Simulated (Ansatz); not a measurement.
Task: a scan of the energy under strain of CdSe, space group F-43m, with Ansatz 0.2.0, Python API. Give the script and its output. Level of theory (first run): r2SCAN, PAW, cutoff 380 eV, 5×5×5 k-points, Gaussian smearing of 0.05 eV.

```yaml
crystal:
  lattice:
    - [0.00000, 3.07027, 3.07027]
    - [3.07027, 0.00000, 3.07027]
    - [3.07027, 3.07027, 0.00000]
  atoms:
    - { symbol: Cd, position: [0.00000, 0.00000, 0.00000] }
    - { symbol: Se, position: [0.75000, 0.75000, 0.75000] }
```

Script `cdse.py`:
```python
import ansatz as az
import numpy as np

VECTORS = np.array([
    [0.0, 3.070271, 3.070271],
    [3.070271, 0.0, 3.070271],
    [3.070271, 3.070271, 0.0],
])
SITES = [
    ("Cd", [0.0, 0.0, 0.0]),
    ("Se", [0.75, 0.75, 0.75]),
]


def make_crystal(cell):
    crystal = az.Crystal(lattice=az.Lattice.of(cell))
    for symbol, position in SITES:
        crystal = crystal.atom(symbol, position)
    return crystal


def main() -> None:
    values = np.linspace(-0.01, 0.01, 5)
    energies = []
    for d in values:
        strain = np.diag([d, d, 0])
        cell = VECTORS @ (np.eye(3) + strain)
        calculation = (
            make_crystal(cell).calculation()
            .functional("r2scan")
            .basis(380, density_ratio=6)
            .initial_density(normalization="cell")
            .scf(tolerance=1e-08, extra_bands=8)
            .occupations("gaussian", width=0.05)
            .kpoints(5, 5, 5)
            .stress()
        )
        data = calculation.run().report
        energies.append(data["free_energy_ev"] / len(SITES))
        s = data["stress_gpa"]
        print(f"d = {d:+.4f}  stress xx yy zz xy (GPa, compression positive): {s[0][0]:8.3f} {s[1][1]:8.3f} {s[2][2]:8.3f} {s[0][1]:8.3f}")
    energies = np.array(energies)

    for value, e in zip(values, energies):
        print(f"strain {value:7.3f}   E - Emin = {1000 * (e - energies.min()):9.3f} meV/atom")
    curvature = 2 * np.polyfit(values, energies, 3)[1]
    volume = abs(np.linalg.det(VECTORS)) / len(SITES)
    print(f"d2E/dd2 over the volume: {curvature / volume * 160.21766:.1f} GPa")


if __name__ == "__main__":
    main()
```

Running `python cdse.py` prints:
```text
DeckWarning: basis.ecutwfc = 380 eV is below the records' recommended 500 eV, and the density's cutoff is lower with it unless basis.ecutrho_ratio is high enough to keep the records' density cutoff: compare with a run at a higher cutoff
DeckWarning: output.stress: scf.convergence.dr2_threshold = 1e-8 eV is looser than the 2e-10 eV advised for a printed stress (1e-10 eV for each atom of the cell: 2). What an SCF threshold leaves in a [...]
d = -0.0100  stress xx yy zz xy (GPa, compression positive):    0.990    0.990    0.823   -0.000
d = -0.0050  stress xx yy zz xy (GPa, compression positive):    0.416    0.416    0.330    0.000
d = +0.0000  stress xx yy zz xy (GPa, compression positive):   -0.136   -0.136   -0.136    0.000
d = +0.0050  stress xx yy zz xy (GPa, compression positive):   -0.661   -0.661   -0.573    0.000
d = +0.0100  stress xx yy zz xy (GPa, compression positive):   -1.165   -1.165   -0.986   -0.000
strain  -0.010   E - Emin =     1.516 meV/atom
strain  -0.005   E - Emin =     0.264 meV/atom
strain   0.000   E - Emin =     0.000 meV/atom
strain   0.005   E - Emin =     0.751 meV/atom
strain   0.010   E - Emin =     2.421 meV/atom
d2E/dd2 over the volume: 217.0 GPa
```
(Warnings from the package without file and line, shortened.)

Against the unstrained cell the energy per atom changes by +1.52 meV at one end of the scan and +2.42 meV at the other, and its second derivative over the volume is 217.0 GPa.

What to keep in mind:
- The settings weren't tested for convergence.
- The cutoff lies under the one recommended for these potentials.
- Under the recommended cutoff a pressure can be off by several GPa, even in sign.
- The curvature belongs to this strain pattern and to the cell's stress; it equals a single elastic constant only for simple patterns.
- This cell is a computed structure, which may not be the phase found in nature.
- The ions keep their fractional positions (clamped ions).
- Wall time of the script: 20 s on 1 thread of Arm Neoverse V2, with other jobs on the host, peak memory 0.58 GiB.
